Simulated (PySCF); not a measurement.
# BHLYP/def2-SVP (core potential) run of InCNClF (SMILES N#[C][In]([F])[Cl])

What is the energy change on altering one bond length of InCNClF at BHLYP/def2-SVP (core potential)? Input form: a Python script.

Program for the calculation: PySCF 2.14.0.

1 further run of the same task is left out (set aside as unsound or not needed).

## Step 1: The structure to begin with

InCNClF has 5 atoms, charge 0, and is taken as a singlet. As SMILES, `N#[C][In]([F])[Cl]`. The coordinates come from a PBE0-D4/def2-TZVP relaxation.

Bond lengths: N1–C2 1.152 Å, C2–In3 2.082 Å, In3–F4 1.924 Å, In3–Cl5 2.280 Å. Angles: N1–C2–In3 178.9°, C2–In3–F4 118.2°, C2–In3–Cl5 125.8°, F4–In3–Cl5 115.9°.

## Step 2: The energy at BHLYP/def2-SVP (core potential)

job.py

```python
from pyscf import gto, dft

mol = gto.M(
    atom='''
N     -1.392600     1.451400     1.648800
C     -0.781900     0.784400     0.934900
In     0.330400    -0.389600    -0.376400
F      0.434400    -2.280900    -0.039700
Cl     1.459700     0.361000    -2.209100
''',
    spin=0,
    max_memory=1860,
    verbose=3,
    charge=0,
    ecp={'In': 'def2-svp'},
    basis='def2-svp',
)

mf = dft.RKS(mol)
mf.xc = 'bhandhlyp'
mf.grids.level = 5
mf.conv_tol = 1e-10
mf.kernel()
if not mf.converged:
    mf = mf.newton().run(mf.mo_coeff, mf.mo_occ)

energy = mf.e_tot
print(f'total energy: {energy:.8f} hartree')
```

The run is started by

```console
$ OMP_NUM_THREADS=1 python job.py
```

Standard output:

```text
converged SCF energy = -842.614361615486
total energy: -842.61436162 hartree
```

It took 19 s on 1 thread of Intel Xeon at 2.70GHz, shared host; peak memory 0.45 GiB.

## Step 3: The distorted shape at the same level

mol.xyz

```xyz
5
CClFInN
N     -1.575799     1.651488     1.862957
C     -0.781900     0.784400     0.934900
In     0.330400    -0.389600    -0.376400
F      0.434400    -2.280900    -0.039700
Cl     1.459700     0.361000    -2.209100
```

job.py

```python
from pyscf import gto, dft

system = gto.M(
    atom='mol.xyz',
    max_memory=1860,
    basis='def2-svp',
    spin=0,
    ecp={'In': 'def2-svp'},
    verbose=3,
)

mf = dft.RKS(system)
mf.xc = 'bhandhlyp'
mf.conv_tol = 1e-10
mf.grids.level = 5
mf.kernel()
if not mf.converged:
    mf = mf.newton().run(mf.mo_coeff, mf.mo_occ)

energy = mf.e_tot
print('E(%s) = %.9f' % ('BHLYP', energy))
```

The run is started by

```console
$ OMP_NUM_THREADS=1 python job.py
```

Standard output:

```text
converged SCF energy = -842.457909202507
E(BHLYP) = -842.457909203
```

Run time: 18 s. Hardware: 1 thread of Intel Xeon at 2.70GHz, shared host; peak memory 0.44 GiB.

## Step 4: Outcome

Level: BHLYP/def2-SVP (core potential).

| quantity | value |
| --- | --- |
| first shape: total energy | -842.61436 Eh |
| first shape: dipole moment | 1.51 D |
| first shape: HOMO energy | -11.03 eV |
| first shape: LUMO energy | -1.80 eV |
| first shape: HOMO–LUMO gap | 9.23 eV |
| distorted shape: total energy | -842.45791 Eh |
| distorted shape: dipole moment | 1.55 D |
| distorted shape: HOMO energy | -9.97 eV |
| distorted shape: LUMO energy | -2.52 eV |
| distorted shape: HOMO–LUMO gap | 7.45 eV |
| energy change with the N1–C2 bond stretched from 1.152 to 1.498 Å | 4.257 eV |

**Reading.** With the N1–C2 bond stretched from 1.152 to 1.498 Å the energy rises by 4.26 eV (411 kJ/mol). The first shape isn't relaxed at this level, so the change isn't measured from a minimum. Mulliken charges (distorted shape) run from -0.47 on F4 to +0.94 on In3.
